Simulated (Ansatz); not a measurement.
**BrClGaHO: geometry optimisation**

The task: find the minimum of BrClGaHO nearest to the start.

Program: Ansatz 0.2.0. Level of theory: RKS PBE0-D4/def2-TZVP. These are calculated values, not measurements.

### 1 The starting structure

SMILES `[OH][Ga]([Cl])[Br]`, 5 atoms, charge 0, spin multiplicity 1.

Atoms are counted from 1 here; the program's logs count them from 0.

Bond lengths: O1–Ga2 1.788 Å, O1–H5 0.977 Å, Ga2–Cl3 2.139 Å, Ga2–Br4 2.290 Å. Angles: Ga2–O1–H5 111.6°, O1–Ga2–Cl3 117.3°, O1–Ga2–Br4 121.8°, Cl3–Ga2–Br4 121.0°.

Coordinates:

```
O     0.37128    1.34813    0.33223
Ga    0.10565   -0.39708    0.05026
Cl    1.45093   -1.75933    1.00345
Br   -1.59052   -1.15840   -1.28721
H    -0.28735    1.89288   -0.14014
```

### 2 Relaxation

input.yaml reads:

```yaml
crystal:
  periodic: [false, false, false]
  atoms:
    - { symbol: O, position_ang: [0.371284, 1.348125, 0.332234] }
    - { symbol: Ga, position_ang: [0.105652, -0.397078, 0.050258] }
    - { symbol: Cl, position_ang: [1.45093, -1.75933, 1.003449] }
    - { symbol: Br, position_ang: [-1.590518, -1.158399, -1.287206] }
    - { symbol: H, position_ang: [-0.287349, 1.892882, -0.140135] }
basis:
  gaussian: { orbitals: def2-TZVP }
hamiltonian:
  xc: pbe0
  dispersion: d4
output:
  forces: true
relax:
  f_tol: 0.003
  max_steps: 120
```

Launch:

```console
ansatz run input.yaml --threads 1 --pin off --max-ram 2560MiB --backend cpu --events-out ev --progress --plain --runs-dir out
```

Log:

```text
Warning: RAYON_NUM_THREADS=1 ignored (pool sized by the plan → 1); use --threads N
The last accepted step is kept in <dir> (removed where the run ends without a failure and the disk answers)
Engine: ansatz 0.2.0, x86_64-unknown-linux-gnu
Functional definition: PBE0
  parameter a = 0.25
  parameter kappa = 0.804
  parameter beta = 0.06672455060314922
  exchange = (1 - a)*pbe_x(kappa = kappa, mu = beta*pi^2/3) + a*exact_x
  correlation = pbe_c(beta = beta)
1289 factors; their error is unknown
mean field evaluation 1: about -136987.7383 eV, gradient 6.1e1 eV
mean field evaluation 2: about -136955.1697 eV, gradient 1.4e2 eV
mean field evaluation 4: about -136993.5561 eV, gradient 1.0e1 eV
mean field evaluation 8: about -136994.3573 eV, gradient 4.4e-1 eV
mean field evaluation 16: about -136994.3575 eV, gradient 6.2e-5 eV
mean field -136994.35748771 eV, -5034.4497795627 hartree, gradient 6.2e-5 eV, S^2 0.000000; 0 other end points of the search recorded, 0 dependent functions left out
the calculation of the forces begins
reference -136994.35751458 eV, -5034.4497805502 hartree; 46, 46 occupied and 124, 124 virtual orbitals, 1289 factors
relax step   1: F+E_penalty+E_count = -136994.48045646 eV  Δ(F+E_penalty+E_count) = +0.000e0 eV  max|allowed force component| = 6.124e-1 eV/Å  Δτ_max = 0.0000 Å  (28 SCF iters, accepted)
these checks for a lower state are left out or cut short: starts, cluster_reference, orbital_swaps, neighbouring_geometries, increment
1289 factors; their error is unknown
mean field -136994.37675904 eV, -5034.4504877710 hartree, gradient 2.0e-5 eV, S^2 0.000000; 0 other end points of the search recorded, 0 dependent functions left out
the calculation of the forces begins
reference -136994.37678578 eV, -5034.4504887539 hartree; 46, 46 occupied and 124, 124 virtual orbitals, 1289 factors
relax step   2: F+E_penalty+E_count = -136994.50094751 eV  Δ(F+E_penalty+E_count) = -2.049e-2 eV  max|allowed force component| = 1.886e-1 eV/Å  Δτ_max = 0.0340 Å  (32 SCF iters, accepted)
these checks for a lower state are left out or cut short: starts, cluster_reference, orbital_swaps, neighbouring_geometries, increment
1289 factors; their error is unknown
mean field -136994.37745558 eV, -5034.4505133683 hartree, gradient 2.2e-5 eV, S^2 0.000000; 0 other end points of the search recorded, 0 dependent functions left out
the calculation of the forces begins
reference -136994.37748230 eV, -5034.4505143502 hartree; 46, 46 occupied and 124, 124 virtual orbitals, 1289 factors
relax step   3: F+E_penalty+E_count = -136994.50188661 eV  Δ(F+E_penalty+E_count) = -9.391e-4 eV  max|allowed force component| = 1.137e-1 eV/Å  Δτ_max = 0.0328 Å  (31 SCF iters, accepted)
these checks for a lower state are left out or cut short: starts, cluster_reference, orbital_swaps, neighbouring_geometries, increment
1289 factors; their error is unknown
mean field evaluation 32: about -136993.7158 eV, gradient 1.5e0 eV
mean field -136994.37831823 eV, -5034.4505450701 hartree, gradient 1.9e-5 eV, S^2 0.000000; 0 other end points of the search recorded, 0 dependent functions left out
the calculation of the forces begins
reference -136994.37834495 eV, -5034.4505460522 hartree; 46, 46 occupied and 124, 124 virtual orbitals, 1289 factors
relax step   4: F+E_penalty+E_count = -136994.50270306 eV  Δ(F+E_penalty+E_count) = -8.165e-4 eV  max|allowed force component| = 8.847e-2 eV/Å  Δτ_max = 0.0180 Å  (31 SCF iters, accepted)
these checks for a lower state are left out or cut short: starts, cluster_reference, orbital_swaps, neighbouring_geometries, increment
1289 factors; their error is unknown
mean field -136994.37855070 eV, -5034.4505536134 hartree, gradient 1.7e-5 eV, S^2 0.000000; 0 other end points of the search recorded, 0 dependent functions left out
the calculation of the forces begins
reference -136994.37857743 eV, -5034.4505545955 hartree; 46, 46 occupied and 124, 124 virtual orbitals, 1289 factors
relax step   5: F+E_penalty+E_count = -136994.50295035 eV  Δ(F+E_penalty+E_count) = -2.473e-4 eV  max|allowed force component| = 5.934e-2 eV/Å  Δτ_max = 0.0105 Å  (32 SCF iters, accepted)
these checks for a lower state are left out or cut short: starts, cluster_reference, orbital_swaps, neighbouring_geometries, increment
1289 factors; their error is unknown
mean field -136994.37851012 eV, -5034.4505521219 hartree, gradient 1.8e-5 eV, S^2 0.000000; 0 other end points of the search recorded, 0 dependent functions left out
the calculation of the forces begins
reference -136994.37853684 eV, -5034.4505531040 hartree; 46, 46 occupied and 124, 124 virtual orbitals, 1289 factors
relax step   6: F+E_penalty+E_count = -136994.50290829 eV  Δ(F+E_penalty+E_count) = +4.206e-5 eV  max|allowed force component| = 4.009e-2 eV/Å  Δτ_max = 0.0101 Å  (32 SCF iters, rejected (line search))
these checks for a lower state are left out or cut short: starts, cluster_reference, orbital_swaps, neighbouring_geometries, increment
1289 factors; their error is unknown
mean field -136994.37881919 eV, -5034.4505634802 hartree, gradient 1.7e-5 eV, S^2 0.000000; 0 other end points of the search recorded, 0 dependent functions left out
the calculation of the forces begins
reference -136994.37884591 eV, -5034.4505644622 hartree; 46, 46 occupied and 124, 124 virtual orbitals, 1289 factors
relax step   7: F+E_penalty+E_count = -136994.50317157 eV  Δ(F+E_penalty+E_count) = -2.212e-4 eV  max|allowed force component| = 3.238e-3 eV/Å  Δτ_max = 0.0051 Å  (32 SCF iters, accepted)
these checks for a lower state are left out or cut short: starts, cluster_reference, orbital_swaps, neighbouring_geometries, increment
1289 factors; their error is unknown
mean field evaluation 64: about -136994.3788 eV, gradient 2.7e-3 eV
mean field -136994.37882229 eV, -5034.4505635939 hartree, gradient 1.6e-5 eV, S^2 0.000000; 0 other end points of the search recorded, 0 dependent functions left out
the calculation of the forces begins
reference -136994.37884901 eV, -5034.4505645759 hartree; 46, 46 occupied and 124, 124 virtual orbitals, 1289 factors
relax step   8: F+E_penalty+E_count = -136994.50317251 eV  Δ(F+E_penalty+E_count) = -9.435e-7 eV  max|allowed force component| = 9.978e-5 eV/Å  Δτ_max = 0.0005 Å  (32 SCF iters, accepted)
1289 factors; their error is unknown
mean field -136994.37882229 eV, -5034.4505635939 hartree, gradient 1.6e-5 eV, S^2 0.000000; 1 other end points of the search recorded, 0 dependent functions left out
the calculation of the forces begins
reference -136994.37884901 eV, -5034.4505645759 hartree; 46, 46 occupied and 124, 124 virtual orbitals, 1289 factors
Total energy: -136994.50319923 eV, -5034.4551343624 hartree
Atom 0 at     0.357466     1.332177     0.323537 Å, force    -0.000022    -0.000100     0.000012 eV/Å
Atom 1 at     0.112480    -0.395306     0.051072 Å, force    -0.000032     0.000001    -0.000065 eV/Å
Atom 2 at     1.434488    -1.746397     0.992872 Å, force     0.000055     0.000023     0.000051 eV/Å
Atom 3 at    -1.570837    -1.143339    -1.270392 Å, force    -0.000004     0.000061     0.000015 eV/Å
Atom 4 at    -0.283598     1.879065    -0.138490 Å, force     0.000003     0.000014    -0.000013 eV/Å
Dipole moment:    -0.213357     0.197549    -0.152993 e Å
```

Wall time 1.9 min (1 thread of Intel Xeon Platinum 8259CL at 2.50GHz (Skylake/Cascade Lake), shared host); peak memory 0.5 GiB.

Along the way:

| step | energy from step 1 (eV) | largest force component (eV/Å) |
| --- | --- | --- |
| 1 | 0.0000 | 0.6124 |
| 2 | -0.0205 | 0.1886 |
| 3 | -0.0214 | 0.1137 |
| 4 | -0.0222 | 0.0885 |
| 5 | -0.0225 | 0.0593 |
| 6 | -0.0225 | 0.0401 |
| 7 | -0.0227 | 0.0032 |
| 8 | -0.0227 | 0.0001 |

Close pairs (by a distance rule), those that changed most:

| bond | before (Å) | after (Å) | change (Å) |
| --- | --- | --- | --- |
| Ga2–Cl3 | 2.139 | 2.112 | -0.027 |
| Ga2–Br4 | 2.290 | 2.267 | -0.023 |
| O1–Ga2 | 1.788 | 1.766 | -0.022 |
| O1–H5 | 0.977 | 0.961 | -0.016 |

### 3 Outcome

| quantity | value |
| --- | --- |
| energy gained | 0.0227 eV |
| root mean square move | 0.021 Å |
| dipole moment | 1.58 D |

Bond lengths: O1–Ga2 1.766 Å, O1–H5 0.961 Å, Ga2–Cl3 2.112 Å, Ga2–Br4 2.267 Å. Angles: Ga2–O1–H5 113.0°, O1–Ga2–Cl3 118.0°, O1–Ga2–Br4 121.0°, Cl3–Ga2–Br4 120.9°. No frequencies were computed here.
